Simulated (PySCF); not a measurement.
# PmOF: other functionals and bases at one geometry

An exercise on one series of results from a longer session: the logs are not shown, and one member is left open.

Method: several levels, as the steps say, no spin–orbit coupling; program: PySCF 2.14.0.

1 further run of the same task is left out (for a known fault of the program).

## The system as given

3 atoms, charge 0, spin multiplicity 1.

Bond lengths: Pm1–O2 1.862 Å, Pm1–F3 2.087 Å. Angles: O2–Pm1–F3 110.4°.

Geometry (Å):

```xyz
3

Pm    0.0411    0.0000   -0.3661
O     1.5552    0.0000    0.7183
F    -1.6885    0.0000    0.8017
```

Formal oxidation states: Pm +3. Each metal's 4 4f electrons lie in its core potential, so multiplicities, spins and levels count the valence alone. An earlier session relaxed this geometry at PBE0, Pm lcecp-1-SVP with ECP50, O def2-SVP, F def2-SVP (singlet, point group Cs).

At PBE0 on the finer grid: E = -208.952212 Eh, HOMO -6.62 eV, LUMO -2.08 eV, Mulliken charge on Pm1 +0.91 e, largest force component 0.005 eV/Å. 

Levels to run: TPSS; CAM-B3LYP; PBE0, TZVP. Hardware: 2 threads of Arm Neoverse V2, shared host.

The first run:

run.py (the lines that set the calculation) reads:

```python
mol = gto.M(atom='''
Pm     0.04114     0.00000    -0.36606
O      1.55517     0.00000     0.71825
F     -1.68848     0.00000     0.80174''',
    basis={'Pm': 'lcecp-1-SVP', 'O': 'def2-SVP', 'F': 'def2-SVP'},
    ecp={'Pm': 'lcecp-1-SVP'},
    charge=0, spin=0)
mf = dft.RKS(mol, xc='TPSS')
mf.grids.atom_grid = (75, 302)  # f atoms: unpruned, at least (60, 302)
mf = mf.density_fit()  # fitting sets: Pm AutoAux, O def2-universal-JKFIT, F def2-universal-JKFIT
mf.conv_tol = 1e-08; mf.max_cycle = 55
mf.kernel(dm0)  # dm0: the density of the relaxed state
```

Started as:

```
$ OMP_NUM_THREADS=2 python run.py
```

Among the steps run: TPSS; CAM-B3LYP; PBE0, TZVP.

One table of the session follows, with a row left open; its other results are not shown here.

```
              level  HOMO (eV)  gap (eV)  charge on Pm1 (e)  dipole (D)  largest force component (eV/Å)
PBE0 (relaxed here)      -6.62      4.55               0.91        7.52                            0.00
               TPSS          ?         ?                  ?           ?                               ?
          CAM-B3LYP      -7.93      6.42               0.89        7.74                            0.06
         PBE0, TZVP      -6.62      4.55               1.28        7.78                            0.27
```

Estimate the missing values for TPSS.

**Answer.** HOMO (eV): -5.18; gap (eV): 2.71; charge on Pm1 (e): 0.83; dipole (D): 7.11; largest force component (eV/Å): 0.81. In the column «HOMO (eV)» it is the highest.

In one basis the HOMO–LUMO gap runs from 2.71 eV (TPSS) to 6.42 eV (CAM-B3LYP). The largest leftover force, 0.81 eV/Å with TPSS, stands at a geometry relaxed at another level. With 4f in the core, its levels are missing from HOMO and gap, and its count is fixed, so no charge can pass from the ligands into it. Total energies of different levels can't be compared.
